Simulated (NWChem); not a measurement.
## Tetragonal strain in BP (zincblende structure): splitting of valleys and valence bands

Program: NWChem. Level: LDA (Vosko), default library pseudopotentials (valence charges P 5, B 3), cutoff 30 Ha, shifted 4×4×4 mesh, two-atom cell, no spin-orbit coupling. The cubic cell (a = 4.466 Å, near this level's equilibrium) is stretched by 1 + δ along x and y and by (1 + δ)^−2 along z, at constant volume; symmetry keeps the atoms on their sites. The table gives the lowest empty level on the line to X along z less that along x, and the single valence level at Γ less the pair from which it splits.

```tsv
δ	ε_zz − ε_xx	valley splitting (eV)	valence splitting (eV)
-0.020	0.0612	?	?
-0.010	0.0303	0.388	-0.311
-0.005	0.0151	0.195	-0.153
0.005	-0.0149	-0.197	0.147
0.010	-0.0297	-0.396	0.287
0.020	-0.0588	-0.798	0.552
```

Question: The valley splitting goes as Ξᵤ(ε_zz − ε_xx) and, without spin-orbit coupling, the valence splitting as 3b(ε_zz − ε_xx). Fit both through zero and predict the withheld row.

Answer: Ξᵤ ≈ 13.4 eV and 3b ≈ -9.6 eV, so b ≈ -3.2 eV; the rows leave the lines by up to 0.020 eV. Predicted against computed: valley 0.818 against 0.769 eV, valence -0.589 against -0.649 eV.
